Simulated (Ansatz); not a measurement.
# ClH4NSn: one species, many methods

One table from this session's results is given with a row withheld; the runs are named, their logs left out.

Computed with Ansatz 0.2.0, Gaussian basis. Level: functionals in def2-TZVPP, the program's frozen cores in correlated methods.

Levels to be run: PBE-D4, r2SCAN-D4, PBE0-D4, B3LYP-D4, ωB97X-V, ωB97M-V, B2PLYP; CCSD(T)/def2-TZVPP; CCSD(T)/def2-QZVPP; extrapolation to the limit.

## Structure used throughout

All runs share one geometry, relaxed beforehand with PBE0-D4 in a triple-zeta def2 set. Sn takes the def2 core potential; no spin-orbit term is included.

SMILES `[NH2][SnH2][Cl]`, 7 atoms, charge 0, spin multiplicity 1.

Atoms are counted from 1 here; the program's logs count them from 0.

Bond lengths: N1–Sn2 2.009 Å, N1–H4 1.012 Å, N1–H5 1.012 Å, Sn2–Cl3 2.349 Å, Sn2–H6 1.697 Å, Sn2–H7 1.697 Å. Angles: Sn2–N1–H4 113.9°, Sn2–N1–H5 113.9°, H4–N1–H5 107.9°, N1–Sn2–Cl3 110.8°, N1–Sn2–H6 108.6°, N1–Sn2–H7 108.6°, Cl3–Sn2–H6 105.8°, Cl3–Sn2–H7 105.8°, H6–Sn2–H7 117.1°.

Coordinates:

```mol
ClH4NSn
  3D, bonds by distance, orders not assigned

  7  6  0  0  0  0  0  0  0  0999 V2000
   -0.6604   -0.2249   -1.1274 N   0  0
    0.2812    0.4638    0.5077 Sn  0  0
    1.1296   -1.3114    1.7911 Cl  0  0
   -1.4671   -0.8004   -0.9235 H   0  0
   -0.0612   -0.7412   -1.7584 H   0  0
   -0.8543    1.2486    1.4954 H   0  0
    1.6321    1.3656    0.0152 H   0  0
  1  2  8  0
  2  3  8  0
  1  4  8  0
  1  5  8  0
  2  6  8  0
  2  7  8  0
M  END
```

Set-up of the first run:

in.yaml

```yaml
crystal:
  periodic: [false, false, false]
  atoms:
    - {symbol: N, position_ang: [-0.660390, -0.224877, -1.127432]}
    - {symbol: Sn, position_ang: [0.281223, 0.463776, 0.507688]}
    - {symbol: Cl, position_ang: [1.129638, -1.311386, 1.791064]}
    - {symbol: H, position_ang: [-1.467125, -0.800447, -0.923513]}
    - {symbol: H, position_ang: [-0.061194, -0.741190, -1.758378]}
    - {symbol: H, position_ang: [-0.854275, 1.248561, 1.495394]}
    - {symbol: H, position_ang: [1.632132, 1.365562, 0.015197]}
basis:
  gaussian: {orbitals: def2-TZVPP}
hamiltonian: {xc: pbe, dispersion: d4}
output: {forces: true, orbitals: {seedname: orbitals}}
```

The run is started by

```
ansatz run in.yaml --threads 2 --pin off --events-out ev --progress --plain --max-ram 22528MiB --backend cpu
```

Among the steps run: PBE-D4 (GGA); r2SCAN-D4 (meta-GGA); PBE0-D4 (hybrid); B3LYP-D4 (hybrid); ωB97X-V (range-separated); ωB97M-V (range-separated); B2PLYP (double hybrid); CCSD(T) in def2-TZVPP; CCSD(T) in def2-QZVPP.

One of the session's tables, all rows but one given; the rest of the session is left out.

```
            method  atomisation energy (kJ/mol)
            PBE-D4                       1940.7
         r2SCAN-D4                       1914.9
           PBE0-D4                       1905.2
          B3LYP-D4                       1919.3
           ωB97X-V                            ?
           ωB97M-V                       1933.4
            B2PLYP                       1892.6
     HF/def2-TZVPP                       1292.9
    MP2/def2-TZVPP                       1869.0
   CCSD/def2-TZVPP                       1841.0
CCSD(T)/def2-TZVPP                       1874.4
           MP2/CBS                       1941.8
       CCSD(T)/CBS                       1947.2
```

**Question.** Estimate the row for ωB97X-V.

The run gave: atomisation energy (kJ/mol): 1949.4. In the column «atomisation energy (kJ/mol)» it is the highest.

Caveats from the session: Free atoms (1 N, 1 Sn, 1 Cl, 4 H) were run apart at each level; the atomisation energy is their sum less the molecule, without zero-point or spin-orbit terms.
